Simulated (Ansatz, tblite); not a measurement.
# GaCl2(OH) (Cl2GaHO): rung by rung

An exercise on one series of results from a longer session: the logs are not shown, and one member is left open.

Method: as each input shows; program: Ansatz 0.2.0, Gaussian basis.

Levels to be run: GFN1-xTB, GFN2-xTB, PBE-D4/def2-TZVP, r2SCAN-D4/def2-TZVP, ωB97M-V/def2-TZVP, B97M-V/def2-TZVP, BHLYP-D4/def2-TZVP, revPBE-D4/def2-TZVP, ωB97X-V/def2-TZVP, HSE06-D4/def2-TZVP, CAM-B3LYP-D4/def2-TZVP, PBE-D4/def2-SVP, PBE0-D4/def2-SVP, HF/STO-3G, HF/6-31G, B3LYP-D4/6-31G, PBE0-D4/def2-TZVPD, PBE-D4/def2-TZVPD, r2SCAN-D4/def2-TZVPD, CCSD(T)/def2-TZVPP, MP2/def2-TZVP, RPA/def2-TZVP.

### The geometry

The singlet was relaxed beforehand with PBE0-D4/def2-SVP.

5 atoms, charge 0, spin multiplicity 1.

Bond lengths: Ga1–Cl2 2.119 Å, Ga1–Cl3 2.131 Å, Ga1–O4 1.764 Å, O4–H5 0.964 Å. Angles: Cl2–Ga1–Cl3 120.3°, Cl2–Ga1–O4 118.6°, Cl3–Ga1–O4 121.1°, Ga1–O4–H5 113.8°.

PBE0-D4/def2-TZVP was run before; its log isn't repeated, and its numbers join the tables.

The first run:

Tight binding, by tblite at 300 K electronic temperature and without a spin-polarisation term:

```python
tblite.interface.Calculator('GFN1-xTB', numbers, positions, charge=0, uhf=0).singlepoint()
```

Tight binding, by tblite at 300 K electronic temperature and without a spin-polarisation term:

```python
tblite.interface.Calculator('GFN2-xTB', numbers, positions, charge=0, uhf=0).singlepoint()
```

start.molden holds the orbitals of an earlier run on this state, given as this run's starting guess.

The input, in.yaml:

```yaml
crystal:
  periodic: [false, false, false]
  atoms:
    - {symbol: Ga, position_ang: [0.304152, 0.250129, -0.057222]}
    - {symbol: Cl, position_ang: [2.410598, 0.360316, -0.258017]}
    - {symbol: Cl, position_ang: [-0.879621, 2.019036, -0.162996]}
    - {symbol: O, position_ang: [-0.437622, -1.329807, 0.197914]}
    - {symbol: H, position_ang: [-1.397507, -1.299695, 0.280321]}
basis:
  gaussian: {orbitals: def2-TZVP, initial_orbitals: start.molden}
hamiltonian: {xc: pbe, dispersion: d4}
scf: {omitted_lower_state_checks: [starts]}
output: {orbitals: {seedname: orbitals}}
```

Run with:

```bash
> ansatz run in.yaml --threads 4 --pin off --events-out ev --progress --plain --max-ram 3916MiB
```

Steps of the session up to this table: PBE-D4/def2-TZVP; r2SCAN-D4/def2-TZVP; ωB97M-V/def2-TZVP; B97M-V/def2-TZVP; BHLYP-D4/def2-TZVP; revPBE-D4/def2-TZVP; ωB97X-V/def2-TZVP; HSE06-D4/def2-TZVP; CAM-B3LYP-D4/def2-TZVP; PBE-D4/def2-SVP; PBE0-D4/def2-SVP; HF/STO-3G; HF/6-31G; B3LYP-D4/6-31G; PBE0-D4/def2-TZVPD; PBE-D4/def2-TZVPD; r2SCAN-D4/def2-TZVPD; CCSD(T)/def2-TZVPP; MP2/def2-TZVP; RPA/def2-TZVP.

One of the session's tables, all rows but one given; the rest of the session is left out.

```
                 level  HOMO (eV)  gap (eV)
             HF/STO-3G      -9.52     13.98
              HF/6-31G     -12.98     13.89
       PBE-D4/def2-SVP      -7.63      5.28
      PBE-D4/def2-TZVP      -7.91      5.34
     PBE-D4/def2-TZVPD      -8.00      5.28
   revPBE-D4/def2-TZVP      -7.84      5.41
   r2SCAN-D4/def2-TZVP      -8.31      6.04
  r2SCAN-D4/def2-TZVPD      -8.36      5.98
      B97M-V/def2-TZVP          ?         ?
        B3LYP-D4/6-31G      -9.22      6.75
      PBE0-D4/def2-SVP      -9.21      7.78
     PBE0-D4/def2-TZVP      -9.39      7.77
    PBE0-D4/def2-TZVPD      -9.44      7.63
    HSE06-D4/def2-TZVP      -8.98      7.00
    BHLYP-D4/def2-TZVP     -10.67      9.95
CAM-B3LYP-D4/def2-TZVP     -10.77     10.11
     ωB97X-V/def2-TZVP     -11.83     12.34
     ωB97M-V/def2-TZVP     -11.66     11.98
```

Q: Estimate the row for B97M-V/def2-TZVP from the others.

The run gave: HOMO (eV): -8.36; gap (eV): 6.00.
